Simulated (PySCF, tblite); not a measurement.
**C₆H₅FN radical: geometry, infrared bands and EPR parameters**

Aim: predict the infrared bands and EPR parameters of C₆H₅FN radical (`[H]/[C]=C\C(C)=C(/F)C#N`).

The runs use tblite 0.8.0 and PySCF 2.14.0, with density-fitted response routines of our own; the level of theory stands in each step. All values are computed, except where a source is named. Atoms are numbered from 0 throughout.

## 1. The starting structure

13 atoms, charge 0, multiplicity 2; geometry from: force field or distance geometry start.

Bonds of the start (Å): C0–C1 1.30, C1–C2 1.48, C2–C3 1.50, C2–C4 1.34, C4–F5 1.36, C4–C6 1.42, C6–N7 1.17, C0–H8 1.07, C1–H9 1.08, C3–H10 1.10, C3–H11 1.10, C3–H12 1.09.

## 2. Geometry optimisation with GFN2-xTB

Job settings and geometry (Å):

```
{"job": {"kind": "relax", "xc": "GFN2-xTB", "basis": "xTB"}, "charge": 0, "multiplicity": 2}
C     -2.362100     0.304400     0.380000
C     -1.304100     0.806000    -0.176700
C      0.021200     0.160600    -0.098700
C      0.104800    -1.136300     0.641500
C      1.066800     0.750300    -0.694200
F      0.883700     1.925800    -1.356900
C      2.390300     0.226600    -0.707400
N      3.471100    -0.210100    -0.696100
H     -3.247500    -0.095800     0.828900
H     -1.393000     1.742600    -0.699000
H     -0.193500    -1.009900     1.694700
H     -0.551900    -1.899900     0.197000
H      1.109800    -1.564000     0.669200
```

The run is started by

```sh
OMP_NUM_THREADS=1 python probes_run.py task.json out
```

The driver reads the jobs from task.json and runs them one after another.

Standard output:

```text
step      E/eV     max force
  0    -621.73723    2.265
  1    -621.68419    6.090
  2    -621.79383    0.616
  3    -621.80240    0.333
  4    -621.81233    0.308
  5    -621.82251    0.405
  6    -621.82450    0.293
  7    -621.82633    0.149
  8    -621.82812    0.134
  9    -621.82870    0.097
 10    -621.82904    0.049
 11    -621.82932    0.063
 12    -621.82977    0.095
 13    -621.83032    0.102
 14    -621.83096    0.092
 15    -621.83166    0.071
 16    -621.83243    0.089
 17    -621.83331    0.113
 18    -621.83441    0.136
 19    -621.83614    0.180
 20    -621.83900    0.247
 21    -621.84391    0.384
 22    -621.85430    0.446
 23    -621.86614    0.352
 24    -621.87123    0.590
 25    -621.86178    1.046
 26    -621.88698    0.193
 27    -621.89102    0.168
 28    -621.89884    0.194
 29    -621.90045    0.116
 30    -621.90481    0.232
 31    -621.90931    0.348
 32    -621.91513    0.231
 33    -621.91784    0.190
 34    -621.91982    0.169
 35    -621.92181    0.235
 36    -621.92343    0.181
 37    -621.92438    0.073
 38    -621.92475    0.048
 39    -621.92496    0.053
 40    -621.92519    0.063
 41    -621.92543    0.051
 42    -621.92564    0.038
 43    -621.92588    0.071
 44    -621.92621    0.094
 45    -621.92660    0.085
 46    -621.92691    0.048
 47    -621.92708    0.034
 48    -621.92720    0.045
 49    -621.92732    0.045
 50    -621.92742    0.030
 51    -621.92749    0.024
 52    -621.92753    0.022
 53    -621.92756    0.023
 54    -621.92757    0.012
 55    -621.92758    0.003
```

Run time: 0.77 s. Hardware: 1 thread of Intel Xeon at 2.50GHz, shared host.

Along the way: (not every step is listed) (the energy doesn't fall at every step)

| step | energy from step 0 (eV) | largest force (eV/Å) |
| --- | --- | --- |
| 0 | 0.0000 | 2.2647 |
| 1 | 0.0530 | 6.0896 |
| 2 | -0.0566 | 0.6162 |
| 3 | -0.0652 | 0.3327 |
| 4 | -0.0751 | 0.3078 |
| 5 | -0.0853 | 0.4045 |
| 6 | -0.0873 | 0.2929 |
| 7 | -0.0891 | 0.1487 |
| 8 | -0.0909 | 0.1338 |
| 12 | -0.0925 | 0.0952 |
| 16 | -0.0952 | 0.0895 |
| 20 | -0.1018 | 0.2470 |
| 24 | -0.1340 | 0.5903 |
| 28 | -0.1616 | 0.1938 |
| 32 | -0.1779 | 0.2311 |
| 36 | -0.1862 | 0.1812 |
| 40 | -0.1880 | 0.0627 |
| 44 | -0.1890 | 0.0945 |
| 48 | -0.1900 | 0.0452 |
| 50 | -0.1902 | 0.0298 |
| 51 | -0.1903 | 0.0243 |
| 52 | -0.1903 | 0.0219 |
| 53 | -0.1903 | 0.0235 |
| 54 | -0.1903 | 0.0124 |
| 55 | -0.1904 | 0.0033 |

Distances of close pairs at the start and the end, largest changes first:

| bond | before (Å) | after (Å) | change (Å) |
| --- | --- | --- | --- |
| C6–N7 | 1.166 | 1.147 | -0.019 |
| C3–H10 | 1.102 | 1.089 | -0.013 |
| C4–C6 | 1.423 | 1.411 | -0.012 |
| C3–H11 | 1.101 | 1.089 | -0.012 |
| C1–H9 | 1.076 | 1.087 | +0.011 |
| C1–C2 | 1.476 | 1.468 | -0.008 |
| C2–C4 | 1.340 | 1.348 | +0.008 |
| C4–F5 | 1.362 | 1.355 | -0.007 |

The end geometry stands in the next job.

## 3. Vibrational analysis with GFN2-xTB

Job settings and geometry (Å):

```
{"job": {"kind": "ir", "xc": "GFN2-xTB", "basis": "xTB"}, "charge": 0, "multiplicity": 2}
C     -2.459281     0.420536     0.333290
C     -1.344642     0.844326    -0.182686
C     -0.036633     0.183050    -0.100895
C      0.070368    -1.108904     0.639332
C      1.039603     0.742651    -0.688240
F      0.943179     1.914822    -1.360366
C      2.335962     0.185111    -0.665279
N      3.388142    -0.271537    -0.644316
H     -2.862987    -0.380744     0.904143
H     -1.332735     1.777101    -0.739889
H     -0.241969    -0.968617     1.673452
H     -0.591731    -1.847414     0.188964
H      1.088335    -1.489895     0.624762
```

Standard output:

```text
mode    cm-1     km/mol
  1      76.4      2.09
  2     129.6      1.29
  3     133.3      5.58
  4     142.5      0.03
  5     220.7      3.22
  6     279.7     12.14
  7     286.5      0.94
  8     389.5      3.57
  9     410.0      4.97
 10     455.1      2.59
 11     562.3      1.49
 12     565.9      7.40
 13     621.0      8.48
 14     673.1     42.59
 15     765.0     36.14
 16     906.3     28.77
 17     937.9     10.99
 18    1023.2     10.43
 19    1066.4     46.52
 20    1179.3    130.85
 21    1221.4     36.11
 22    1264.6      2.32
 23    1398.2     14.93
 24    1459.0      7.71
 25    1467.6     10.48
 26    1607.2     42.85
 27    1674.0      5.92
 28    2357.0    242.56
 29    2987.4      2.03
 30    3010.4     10.90
 31    3024.0      8.59
 32    3053.4      9.09
 33    3210.3      5.43
```

It took 0.97 s on 1 thread of Intel Xeon at 2.50GHz, shared host.

Which atoms move in the most intense modes:

| cm⁻¹ | km/mol | atoms |
| --- | --- | --- |
| 673 | 42.6 | H8 35 %, F5 19 %, C0 15 % |
| 765 | 36.1 | C1 21 %, H8 21 %, C3 14 %, F5 11 % |
| 906 | 28.8 | H9 59 %, H8 26 %, C1 12 % |
| 1066 | 46.5 | C4 20 %, C3 16 %, H12 14 %, H10 13 % |
| 1179 | 130.8 | C4 54 %, C2 13 %, F5 10 % |
| 1221 | 36.1 | H9 43 %, C4 18 %, C2 16 % |
| 1607 | 42.9 | C2 43 %, C4 35 %, C1 10 % |
| 2357 | 242.6 | C6 60 %, N7 39 % |

## 4. EPR parameters: B3LYP/pcH-1

The job, as its differences from that of step 3:

```diff
@@ -1,2 +1,2 @@
-{"job": {"kind": "ir", "xc": "GFN2-xTB", "basis": "xTB"}, "charge": 0, "multiplicity": 2}
+{"job": {"kind": "epr", "basis": "pcH-1"}, "charge": 0, "multiplicity": 2}
 C     -2.459281     0.420536     0.333290
```

Level: UKS B3LYP, pcH-1 on C F H N, non-relativistic, mean-field spin-orbit, GIAO.

Standard output:

```text
UKS, coarse grid
  cycle   1  E = -386.02628711  |g| = 4.76e-01
  cycle   2  E = -385.74912075  |g| = 9.56e-01
  cycle   3  E = -386.10843176  |g| = 1.72e-01
  cycle   4  E = -386.11936854  |g| = 6.70e-02
  cycle   5  E = -386.12110188  |g| = 2.08e-02
  cycle   6  E = -386.12132309  |g| = 7.03e-03
  cycle   7  E = -386.12136203  |g| = 4.05e-03
  cycle   8  E = -386.12138405  |g| = 2.13e-03
  cycle   9  E = -386.12139823  |g| = 1.12e-03
  cycle  10  E = -386.12140314  |g| = 5.16e-04
UKS, final grid
  cycle   1  E = -386.12139169  |g| = 4.51e-04
  cycle   2  E = -386.12139195  |g| = 6.70e-04
  cycle   3  E = -386.12139219  |g| = 2.83e-04
  cycle   4  E = -386.12139232  |g| = 1.86e-04
  cycle   5  E = -386.12139252  |g| = 9.65e-05
  cycle   6  E = -386.12139253  |g| = 3.04e-05
  cycle   7  E = -386.12139253  |g| = 9.14e-06
E = -386.12139253 Eh   <S^2> = 0.7651 (exact 0.7500)
g shifts (ppm)      1          2          3
  rmc          -146       -146       -146
  gc             35          5        -44
  oz_so        -539       -126        800
  total        -651       -268        609
hyperfine (MHz)  atom isotope    a_iso     a_fc   dipolar eigenvalues
    0   13C     330.97     330.97    -85.87    -58.09    143.97
    1   13C      -6.00      -6.00    -19.07      3.50     15.57
    2   13C      87.75      87.75     -9.46     -0.57     10.03
    3   13C      -1.91      -1.91     -0.85     -0.24      1.09
    4   13C      -4.42      -4.42    -10.62      3.83      6.80
    5   19F      -7.00      -7.00    -29.70      8.93     20.77
    6   13C       9.08       9.08     -0.58     -0.36      0.94
    7   14N      -0.39      -0.39     -1.99      0.88      1.11
    8    1H      27.70      27.70    -33.73     -7.76     41.50
    9    1H     128.73     128.73     -6.93     -5.46     12.38
   10    1H       3.43       3.43     -2.96     -2.34      5.30
   11    1H       3.44       3.44     -2.95     -2.34      5.29
   12    1H      -0.51      -0.51     -1.37     -1.20      2.58
```

It took 2.1 min on 1 thread of Intel Xeon at 2.50GHz, shared host; peak memory 0.92 GiB.

Principal g values 2.00167, 2.00205, 2.00293; g(iso) = 2.00222, against 2.00232 for a free electron.

Hyperfine couplings; where a row names several nuclei, a(iso) is their mean (it holds for fast rotation or exchange) and the dipolar term the largest among them:

| nuclei | isotope | a(iso) (MHz) | a(iso) (G, at g = 2.0023) | largest dipolar term (MHz) |
| --- | --- | --- | --- | --- |
| C0 | 13C | 331.0 | 118.1 | 144.0 |
| H9 | 1H | 128.7 | 45.9 | 12.4 |
| C2 | 13C | 87.7 | 31.3 | 10.0 |
| H8 | 1H | 27.7 | 9.9 | 41.5 |
| C6 | 13C | 9.1 | 3.2 | 0.9 |
| F5 | 19F | -7.0 | -2.5 | -29.7 |
| C1 | 13C | -6.0 | -2.1 | -19.1 |
| C4 | 13C | -4.4 | -1.6 | -10.6 |
| H10, H11, H12 | 1H | 2.1 | 0.8 | 5.3 |
| C3 | 13C | -1.9 | -0.7 | 1.1 |
| N7 | 14N | -0.4 | -0.1 | -2.0 |

Mulliken spin populations:

C0 1.08; C1 -0.17; C2 0.10; C3 0.00; C4 -0.05; F5 0.00; C6 0.01; N7 -0.02; H8 0.00; H9 0.05; H10 0.00; H11 0.00; H12 0.00

In first order the couplings over 0.8 MHz of 1H, 19F give 32 distinct lines over 60.6 G, if the averaged nuclei exchange fast.

The fields below are evaluated on a grid from the run's orbitals.

ELF in a plane through or near 11 of the atoms.

Values, 10 rows by 14 columns:
```
0.00 0.00 0.00 0.00 0.00 0.00 0.00 0.00 0.00 0.00 0.00 0.00 0.00 0.00
0.00 0.00 0.00 0.00 0.00 0.00 0.00 0.00 0.00 0.00 0.00 0.00 0.00 0.00
0.00 0.00 0.00 0.00 0.00 0.64 0.60 0.09 0.06 0.01 0.00 0.00 0.00 0.00
0.00 0.02 0.50 0.56 0.04 0.91 0.99 0.34 0.52 0.02 0.10 0.05 0.00 0.00
0.00 0.36 0.95 0.52 0.75 0.06 0.46 0.81 0.15 0.24 1.00 0.92 0.00 0.00
0.00 0.16 0.75 0.76 0.68 0.75 0.85 0.18 0.61 0.62 0.58 0.49 0.02 0.00
0.00 0.00 0.11 0.38 0.15 0.49 0.35 0.24 0.28 0.62 0.88 0.77 0.05 0.00
0.00 0.00 0.00 0.00 0.47 0.64 0.86 0.10 1.00 0.49 0.09 0.14 0.00 0.00
0.00 0.00 0.00 0.00 0.05 0.22 0.19 0.00 0.53 0.05 0.00 0.00 0.00 0.00
0.00 0.00 0.00 0.00 0.00 0.00 0.00 0.00 0.00 0.00 0.00 0.00 0.00 0.00
```
The map spans 12.1 Å across and 9.6 Å up, centred on the molecule. Atoms in the plane (x, y in Å): C0 (2.5, -0.5), C1 (1.3, -1.0), C2 (0.0, -0.2), C3 (0.1, 1.3), C4 (-1.2, -0.8), F5 (-1.3, -2.2), C6 (-2.4, -0.2), N7 (-3.4, 0.4), H8 (3.0, 0.4), H9 (1.1, -2.1), H12 (-0.9, 1.7).

On the surface of density 0.002 e/bohr³ the electrostatic potential runs, from the 1st to the 99th percentile, from -1.50 V near N7 to 1.58 V near H8.

The spin density lies nearest to C0 68 %; H8 8 %; C1 7 % (beta excess); C2 6 %.

## 5. Summary of results

| quantity | value |
| --- | --- |
| strongest single infrared mode (GFN2-xTB) | 2357 cm⁻¹, 243 km/mol |
| zero-point energy (GFN2-xTB) | 55.1 kcal/mol |
| g(iso) (B3LYP) | 2.00222 |
| ⟨S²⟩ | 0.765 (exact 0.75) |
| largest a(iso) (averaged by class) | 13C on C0, 331.0 MHz |
| surface potential, 1st and 99th percentile | -1.50 V and 1.58 V |

**Reading.** Over 55 steps the energy fell by 0.190 eV; of the close pairs, C6–N7 changed most, 1.166 to 1.147 Å. No mode is imaginary among the 33: a minimum at this level. The strongest single mode, at 2357 cm⁻¹, moves mainly C6 and N7. Unscaled tight-binding wavenumbers are off by several per cent, some by more. Its intensities can rank the bands wrongly. Most of the unpaired spin sits on C0 (1.08 e). The isotropic g lies 0.1 ppt below the free-electron value.
